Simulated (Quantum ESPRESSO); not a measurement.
# InTe2 in Quantum ESPRESSO: the effect of functional

The system is InTe2.

```
In Te
1.0
     0.00000    3.63009    3.63009
     3.63009    0.00000    3.63009
     3.63009    3.63009    0.00000
In Te
1 2
Cartesian
  5.4451 5.4451 5.4451
  0.0000 0.0000 0.0000
  1.8150 1.8150 1.8150
```

The cell was built by a generator and needn't be a form met in nature.

Alike in all runs:

```yaml
Program: Quantum ESPRESSO 7.5
Task: phonon dispersion
Cutoff: 762 eV
Density_cutoff: 6095 eV
k_mesh: 2 × 2 × 2, shifted
Occupations: fermi-dirac, width 0.05 eV
Spin: no spin polarisation
```

Each run relaxes the cell or the atoms first.

| functional | potentials or basis | relaxed volume (Å³/atom) | highest phonon frequency (cm⁻¹) |
| --- | --- | --- | --- |
| LDA | GBRV 1.5 LDA | ? | ? |
| PBE | GBRV 1.5 PBE | 35.65 | 53 |
| PBEsol | GBRV 1.5 PBEsol | 33.19 | 59 |

Problem. What does the run with functional LDA give?

Solution. Relaxed volume 32.33 Å³/atom; highest phonon frequency 60 cm⁻¹.

Caveats: all runs use coarse meshes; the mesh is thin for the phonons of a metal; some modes are imaginary.
